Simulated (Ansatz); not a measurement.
**Trajectory cell Si53C11 of diamond Si alloyed with C, uniform strain +0.3 %**

Wanted: trajectory, final structure and frontier levels (PBEsol, PBE and HSE06).

Method: density functional theory in Ansatz 0.2.0, PAW datasets, plane waves.

### 1 The starting cell

64 atoms (53 Si, 11 C); a = 10.257 Å, b = 10.257 Å, c = 10.257 Å, α = 90.00°, β = 90.00°, γ = 90.00°. All atoms were shaken off their sites by about 0.02 Å along each axis.

The runs, in order: (2) PBEsol dynamics at the single k point (¼, ¼, ¼), on 1 × NVIDIA H100 80GB HBM3 with 1 thread of AMD EPYC 7R13; (3) PBE single point at the single k point (¼, ¼, ¼), on 1 × NVIDIA H100 80GB HBM3 with 1 thread of AMD EPYC 7R13; (4) HSE06 single point at the single k point (¼, ¼, ¼), on 1 × NVIDIA H100 80GB HBM3 with 1 thread of AMD EPYC 7R13.

### 2 The trajectory

in.yaml

```yaml
accuracy: low
crystal:
  lattice:
    - [10.257404, 0.000000, 0.000000]
    - [0.000000, 10.257404, 0.000000]
    - [0.000000, 0.000000, 10.257404]
  atoms:
    - { symbol: Si, position: [0.001013, 0.002543, 0.998676] }
    - { symbol: Si, position: [0.997198, 0.502638, 0.999667] }
    - { symbol: Si, position: [0.000619, 0.501521, 0.498369] }
    - { symbol: Si, position: [0.499348, 0.000919, 0.003060] }
    - { symbol: Si, position: [0.499726, 0.500830, 0.997447] }
    - { symbol: Si, position: [0.503132, 0.494949, 0.499448] }
    - { symbol: Si, position: [0.126734, 0.126872, 0.128670] }
    - { symbol: Si, position: [0.126437, 0.123201, 0.624148] }
    - { symbol: Si, position: [0.626598, 0.121311, 0.125874] }
    - { symbol: Si, position: [0.624234, 0.126583, 0.621786] }
    - { symbol: Si, position: [0.623558, 0.626301, 0.126622] }
    - { symbol: Si, position: [0.622543, 0.629843, 0.625101] }
    - { symbol: Si, position: [0.247876, 0.251908, 0.001043] }
    - { symbol: Si, position: [0.250693, 0.248571, 0.499791] }
    - { symbol: Si, position: [0.248615, 0.750778, 0.998611] }
    - { symbol: Si, position: [0.246013, 0.751868, 0.503021] }
    - { symbol: Si, position: [0.748911, 0.249556, 0.996257] }
    - { symbol: Si, position: [0.748261, 0.249061, 0.497051] }
    - { symbol: Si, position: [0.750107, 0.747322, 0.001884] }
    - { symbol: Si, position: [0.375271, 0.375393, 0.120925] }
    - { symbol: Si, position: [0.372362, 0.871333, 0.125184] }
    - { symbol: Si, position: [0.373845, 0.876621, 0.627415] }
    - { symbol: Si, position: [0.872452, 0.374718, 0.120797] }
    - { symbol: Si, position: [0.875100, 0.372308, 0.624460] }
    - { symbol: Si, position: [0.872857, 0.874328, 0.122239] }
    - { symbol: Si, position: [0.875479, 0.872621, 0.624197] }
    - { symbol: Si, position: [0.249664, 0.999342, 0.250857] }
    - { symbol: Si, position: [0.251920, 0.499747, 0.248635] }
    - { symbol: Si, position: [0.250910, 0.502546, 0.750071] }
    - { symbol: Si, position: [0.751895, 0.002042, 0.250597] }
    - { symbol: Si, position: [0.750083, 0.500210, 0.253142] }
    - { symbol: Si, position: [0.748466, 0.501287, 0.750516] }
    - { symbol: Si, position: [0.376278, 0.121368, 0.378188] }
    - { symbol: Si, position: [0.375059, 0.128651, 0.874328] }
    - { symbol: Si, position: [0.377935, 0.626964, 0.370255] }
    - { symbol: Si, position: [0.876863, 0.125101, 0.372672] }
    - { symbol: Si, position: [0.873487, 0.123406, 0.873220] }
    - { symbol: Si, position: [0.875963, 0.622652, 0.374929] }
    - { symbol: Si, position: [0.873411, 0.623194, 0.872243] }
    - { symbol: Si, position: [0.999234, 0.246101, 0.250094] }
    - { symbol: Si, position: [0.002311, 0.249858, 0.750689] }
    - { symbol: Si, position: [0.002535, 0.748924, 0.250669] }
    - { symbol: Si, position: [0.997008, 0.749855, 0.750799] }
    - { symbol: Si, position: [0.499920, 0.249872, 0.751373] }
    - { symbol: Si, position: [0.497123, 0.747818, 0.749895] }
    - { symbol: Si, position: [0.128560, 0.372519, 0.374565] }
    - { symbol: Si, position: [0.125750, 0.376023, 0.874235] }
    - { symbol: Si, position: [0.123930, 0.873899, 0.376581] }
    - { symbol: Si, position: [0.126939, 0.875012, 0.873706] }
    - { symbol: Si, position: [0.624744, 0.374567, 0.375416] }
    - { symbol: Si, position: [0.625417, 0.376202, 0.875997] }
    - { symbol: Si, position: [0.623714, 0.872159, 0.374794] }
    - { symbol: Si, position: [0.625732, 0.874231, 0.877112] }
    - { symbol: C, position: [0.003230, 0.998576, 0.501015] }
    - { symbol: C, position: [0.499459, 0.997126, 0.499827] }
    - { symbol: C, position: [0.126419, 0.622305, 0.124540] }
    - { symbol: C, position: [0.123954, 0.621952, 0.621543] }
    - { symbol: C, position: [0.753236, 0.748776, 0.498320] }
    - { symbol: C, position: [0.375031, 0.374333, 0.627160] }
    - { symbol: C, position: [0.250176, 0.998731, 0.748835] }
    - { symbol: C, position: [0.747777, 0.000758, 0.751014] }
    - { symbol: C, position: [0.375048, 0.625126, 0.871334] }
    - { symbol: C, position: [0.502190, 0.248477, 0.250403] }
    - { symbol: C, position: [0.499703, 0.751544, 0.250897] }
  symmetry: { detect: false }
kpoints:
  mp_grid: { grid: [1, 1, 1], shift: [0.25, 0.25, 0.25] }
hamiltonian:
  xc: pbesol
scf:
  occupations: { method: fermi_dirac, width: 0.1 }
md:
  ensemble: nvt_langevin
  timestep: 2.5
  n_steps: 240
  temperature: 600
  temperature_schedule: [{ n_steps: 120, end_temperature: 600 }, { n_steps: 120, end_temperature: 600 }]
  friction: 0.02
  initial_velocities: maxwell_boltzmann
  seed: 1
```

The run is started by

```console
$ ansatz run in.yaml --threads 1 --pin off --max-ram 30400MiB --runs-dir r --events-out ev --progress --plain --backend cuda --devices 0, --max-vram 18GiB
```

The runs that follow: PBE single point; HSE06 on the same atoms.

Q: Predict the outcome of this session. Wanted: for each run, top filled to lowest empty.

As calculated:

```
level         time  top filled to lowest empty (eV)
  PBE  8.4 s (GPU)                             0.14
HSE06   75 s (GPU)                             0.60
```

```
                           quantity                              value
                             length                240 steps of 2.5 fs
mean temperature of the first stage                              609 K
     temperature at the last sample  625 K (thermostat's target 600 K)
                       median shift                  C 0.28, Si 0.32 Å
```

Si shifted most, by a median 0.32 Å in 0.60 ps (first neighbours: 2.2 Å), so its atoms mostly kept their sites. At the same k points, PBE gives a spacing 0.47 eV smaller than the 0.60 eV of HSE06. The price of HSE06 is about 8.9 times the time of PBE here. A spacing under 0.2 eV need not be a band gap: disorder can split levels that lie at the Fermi energy. With one k point the spacing samples only the states that fold onto it, so it can exceed the gap over the zone.
